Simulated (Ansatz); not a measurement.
# AlGaAs2: how the settings move a single-point run

Question: which choices in the input matter for AlGaAs2? The cell is built on a prototype (ordering on rocksalt) and needn't be the phase found in nature.

Computed with Ansatz 0.2.0 (reference: DFT, PBEsol, plane waves, PAW, unless a step's input says otherwise).

1 further run of the same task is left out (for a known fault of the program).

**1. Starting point**

Symmetry: P4/mmm, No. 123, tetragonal system. The conventional cell has a = 3.747 Å, b = 3.747 Å, c = 5.300 Å, α = 90.00°, β = 90.00°, γ = 90.00°. Around Al (site symmetry 4/mmm) lie 6 As at 2.65 Å. As (site symmetry 4/mmm) has 4 Ga at 2.65 Å and 2 Al at 2.65 Å as nearest neighbours. Around Ga (site symmetry 4/mmm) lie 6 As at 2.65 Å. As (site symmetry 4/mmm) is surrounded by 4 Al at 2.65 Å and 2 Ga at 2.65 Å.

Structure file:

```
CELL_PARAMETERS angstrom
3.74673 0.00000 0.00000
0.00000 3.74673 0.00000
0.00000 0.00000 5.30000
ATOMIC_POSITIONS crystal
Al 0.00000 0.00000 0.00000
As 0.00000 0.00000 0.50000
Ga 0.50000 0.50000 0.50000
As 0.50000 0.50000 0.00000
```

**2. Reference**

File input.yaml:

```yaml
crystal:
  lattice:
    - [3.7467263224, 0.0, 0.0]
    - [0.0, 3.7467263224, 0.0]
    - [0.0, 0.0, 5.2999952643]
  atoms:
    - { symbol: Al, position: [0.0, 0.0, 0.0] }
    - { symbol: As, position: [0.0, 0.0, 0.5] }
    - { symbol: Ga, position: [0.5, 0.5, 0.5] }
    - { symbol: As, position: [0.5, 0.5, 0.0] }
kpoints:
  mp_grid: { grid: [6, 6, 4] }
hamiltonian:
  xc: pbesol
scf:
  occupations: { method: fermi_dirac, width: 0.02 }
  n_extra_bands: 5
output:
  forces: true
  stress: true
  eigenvalues: true
```

The run is started by

```console
> ansatz run input.yaml --threads 4 --pin off --max-ram 3686MiB --backend cpu --events-out ev --progress --plain --runs-dir out
```

**3. Changing settings: ecutrho_ratio 12**

Changes to input.yaml since step 2:

```diff
@@ -17,2 +17,3 @@
   n_extra_bands: 5
+  max_iter: 78
 output:
@@ -21 +22,3 @@
   eigenvalues: true
+basis:
+  ecutrho_ratio: 12
```

Q: Predict the outcome of this session. Wanted: for each run, ending; energy change; pressure; gap; force.

**Answer**, as computed:

| run | ending | energy change | pressure (GPa) | gap (eV) | force (eV/Å) | cycles | time |
| --- | --- | --- | --- | --- | --- | --- | --- |
| reference | converged | 0 | -1.2 | 0.00 | 0.00 | 8 | 2 s |
| 1: ecutrho_ratio 12 | converged | 0.0 meV/atom | -1.2 | 0.00 | 0.00 | 8 | 2.5 s |

Residual by cycle in the longest SCF loop of each run; runs are numbered as in the table. The quantity is the density residual dr2, in eV.

| cycle | reference | run 1 |
| --- | --- | --- |
| 1 | 0.0177 | 0.0178 |
| 2 | 0.00677 | 0.00675 |
| 3 | 8.3e-4 | 7.9e-4 |
| 4 | 8.8e-5 | 8.2e-5 |
| 5 | 3.0e-5 | 5.8e-6 |
| 6 | 2.0e-6 | 9.6e-7 |
| 7 | 3.4e-7 | 2.9e-7 |
| 8 | 2.5e-8 | 1.5e-8 |

Changing the numerical grids leaves the energy as it was (0.0 meV/atom). Semilocal functionals close small gaps, so the missing gap need not be the real solid's.
